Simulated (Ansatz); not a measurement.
**FeSi (P2_13): energy and pressure against volume**

The task here is to estimate one member of a computed series from the others.

The COD entry's cell or inner coordinates are ideal or old and differ from later refinements, so a difference from it is no clean test against experiment.

Computed with Ansatz 0.2.0 (DFT r²SCAN, scalar-relativistic, plane waves, PAW, unless a step's input says otherwise).

**Starting point**

The structure is cubic, space group P2_13 (No. 198). Conventional cell: a = 4.403 Å, b = 4.403 Å, c = 4.403 Å, α = 90.00°, β = 90.00°, γ = 90.00°. Fe (site symmetry 3) is surrounded by 7 Si at 2.25 to 2.47 Å. Around Si (site symmetry 3) lie 7 Fe at 2.25 to 2.47 Å.

As a file:

```
Fe Si
1.0
     4.40307    0.00000    0.00000
     0.00000    4.40307    0.00000
     0.00000    0.00000    4.40307
Fe Si
4 4
Direct
  0.13667 0.13667 0.13667
  0.36333 0.86333 0.63667
  0.63667 0.36333 0.86333
  0.86333 0.63667 0.36333
  0.84113 0.84113 0.84113
  0.65887 0.15887 0.34113
  0.34113 0.65887 0.15887
  0.15887 0.34113 0.65887
```

An earlier run at r²SCAN left this cell at 10.670 Å³/atom and -0.02 GPa (8×8×8 mesh).

Set-up of the first run:

Input file input.yaml:

```yaml
crystal:
  lattice:
    - [4.3435648574, 0.0, 0.0]
    - [0.0, 4.3435648574, 0.0]
    - [0.0, 0.0, 4.3435648574]
  atoms:
    - { symbol: Fe, position: [0.1366691415, 0.1366691415, 0.1366691415] }
    - { symbol: Fe, position: [0.3633308585, 0.8633308585, 0.6366691415] }
    - { symbol: Fe, position: [0.6366691415, 0.3633308585, 0.8633308585] }
    - { symbol: Fe, position: [0.8633308585, 0.6366691415, 0.3633308585] }
    - { symbol: Si, position: [0.8411270226, 0.8411270226, 0.8411270226] }
    - { symbol: Si, position: [0.6588729774, 0.1588729774, 0.3411270226] }
    - { symbol: Si, position: [0.3411270226, 0.6588729774, 0.1588729774] }
    - { symbol: Si, position: [0.1588729774, 0.3411270226, 0.6588729774] }
basis:
  ecutwfc: 500
  ecutrho_ratio: 4
kpoints:
  mp_grid: { grid: [8, 8, 8] }
hamiltonian:
  xc: r2scan
scf:
  occupations: { method: gaussian, width: 0.05 }
output:
  forces: true
  stress: true
  eigenvalues: true
relax:
  f_tol: 0.01
  max_steps: 40
```

Run with:

```bash
ansatz run input.yaml --threads 4 --pin off --max-ram 10240MiB --backend cpu --events-out ev --progress --plain --runs-dir out
```

Steps of the session up to this table: Volume × 0.96; Volume × 1.04; Volume × 0.92; Volume × 0.88; Volume × 0.84; Volume × 0.8; Volume × 0.76; Volume × 0.72.

One of the session's tables, all rows but one given; the rest of the session is left out.

It belongs to the step «The curve». 

| volume (Å³/atom) | energy above the lowest (meV/atom) | pressure (GPa) | gap on the mesh (eV) |
| --- | --- | --- | --- |
| 7.683 | 1161.4 | 167.1 | 0.30 |
| 8.109 | 775.4 | 124.3 | 0.30 |
| 8.536 | 491.2 | 90.4 | 0.30 |
| 8.963 | ? | ? | ? |
| 9.390 | 148.5 | 41.9 | 0.32 |
| 9.817 | 60.7 | 24.7 | 0.32 |
| 10.244 | 14.0 | 10.9 | 0.33 |
| 10.670 | 0.0 | 0.0 | 0.34 |
| 11.097 | 12.1 | -8.7 | 0.35 |

Q: Estimate the row for volume (Å³/atom) = 8.963 from the others.

Worked estimate for «energy above the lowest (meV/atom)». A straight line through the neighbours (8.536, 491.2) and (9.390, 148.5) gives 491.2 + (148.5 − 491.2) × (8.963 − 8.536) / (9.390 − 8.536) = 319.9; a parabola fitted to 4 rows on both sides gives 287.1.

**Answer.** energy above the lowest (meV/atom): 287.7; pressure (GPa): 63.4; gap on the mesh (eV): 0.31. In «energy above the lowest (meV/atom)» the line misses by +32.2 and the parabola by -0.6.

Caveats from the session: Other structures may be lower in enthalpy at these pressures. Warnings in the runs' records: stress scf threshold loose.
